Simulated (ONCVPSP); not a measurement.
**An ONCV potential for neodymium, from input to tests**

Task: generate the file, and judge it by its errors in other configurations, its logarithmic derivatives, its ghosts and its cutoff.

The numbers are computed with ONCVPSP 4.0.1.1 (patched build) (PBEsol, scalar-relativistic, spin-unpolarised reference atom).

### Step 1. The atom and the settings

Typed settings, in words:

```
element                 : neodymium (Nd, Z = 60)
type                    : optimised norm-conserving Vanderbilt (ONCV)
frozen core             : [Kr] 4d10
valence charge          : 14
reference configuration : 4f4 5s2 5p6 6s1 (charge +1)
partial waves           : 5s+6s: rc 2.65 bohr, ncon 4, nbas 9, qcut 5.8 1/bohr, 2 projectors; 5p: rc 1.90 bohr, ncon 4, nbas 7, qcut 4.5 1/bohr, 2 projectors, debl 2.3 Ha; d scattering state at 0.16 Ha: rc 2.50 bohr, ncon 3, nbas 7, qcut 3.9 1/bohr, 2 projectors, debl 2.6 Ha; 4f: rc 1.55 bohr, ncon 4, nbas 9, qcut 12.3 1/bohr, local
local potential         : the f channel
core correction         : Teter function, fcfact 5.75, rcfact 1.75
```

### Step 2. The generation run

File Nd.dat:

```
# ATOM AND REFERENCE CONFIGURATION
# atsym  z   nc   nv     iexc    psfile
  Nd 60.00    9    4  -116133      upf
#
#   n    l    f
    1    0    2.00
    2    0    2.00
    2    1    6.00
    3    0    2.00
    3    1    6.00
    3    2   10.00
    4    0    2.00
    4    1    6.00
    4    2   10.00
    4    3    4.00
    5    0    2.00
    5    1    6.00
    6    0    1.00
#
# PSEUDOPOTENTIAL AND OPTIMIZATION
# lmax
    3
#
#   l,   rc,      ep,       ncon, nbas, qcut
    0    2.65    0.00    4    9    5.80
    1    1.90    0.00    4    7    4.50
    2    2.50    0.16    3    7    3.90
    3    1.55    0.00    4    9   12.30
#
# LOCAL POTENTIAL
# lloc, lpopt,  rc(5),   dvloc0
    3    5    1.55    0.00
#
# VANDERBILT-KLEINMAN-BYLANDER PROJECTORs
# l, nproj, debl
    0    2    1.70
    1    2    2.30
    2    2    2.60
    3    0    2.60
#
# MODEL CORE CHARGE
# icmod, fcfact, rcfact
    3    5.75    1.75
#
# LOG DERIVATIVE ANALYSIS
# epsh1, epsh2, depsh
   -3.00    5.00    0.02
#
# OUTPUT GRID
# rlmax, drl
    6.00    0.01
#
# TEST CONFIGURATIONS
# ncnf
    4
# nvcnf
#   n    l    f
    4
    4    3    4.00
    5    0    2.00
    5    1    6.00
    6    0    2.00
#
    4
    4    3    4.00
    5    0    2.00
    5    1    6.00
    6    0    0.00
#
    4
    4    3    3.00
    5    0    2.00
    5    1    6.00
    6    0    0.00
#
    5
    4    3    4.00
    5    0    2.00
    5    1    6.00
    6    0    0.00
    6    1    2.00
#
```

Command:

```
oncvpsp.x < Nd.dat > Nd.out
```

**Question.** What will these runs give? Wanted: cutoffs for 1 and 0.1 mHa per electron, occupied waves; bound ghosts; GHOST(+) flags; largest test error; largest phase difference near zero energy, channels read; rms error of d²Exc/dn², without and with the model core; projector energies reset by the program.

The runs gave:

```
                                                quantity                         value
  cutoffs for 1 and 0.1 mHa per electron, occupied waves               58 Ha and 64 Ha
                                            bound ghosts               s at -272.28 eV
                                          GHOST(+) flags       p at -4 eV, d at 151 eV
                            largest test error (AE − PS)  +44 meV, for 4f3 5s2 5p6 6s0
largest phase difference near zero energy, channels read                     3.141 rad
 rms error of d²Exc/dn², without and with the model core             9.15 and 4.43 mHa
                 projector energies reset by the program            d: 0.050, 2.650 Ha
```

In words: It has a bound ghost (s), a state that the atom doesn't have, and that rules the file out. The worst unpolarised test, 4f3 5s2 5p6 6s0, is off by 44 meV on 33.2 eV; by total energies transferability rates as fair. By its cutoff, 58 Ha for the looser tolerance, it is hard. At the looser tolerance the 4f wave is the slowest; 5p needs 18 Ha. Of the channels read, p scatters worst near zero energy, by up to 3.14 rad. A step near π is an extra or missing state, not a misfit of shape. The pseudo curves have a pole with no partner nearby in the atom's: p at -0.18 Ha. The program also flags highly localised states, GHOST(+) (p, d). These are tests on the free atom; a crystal test is still owed.
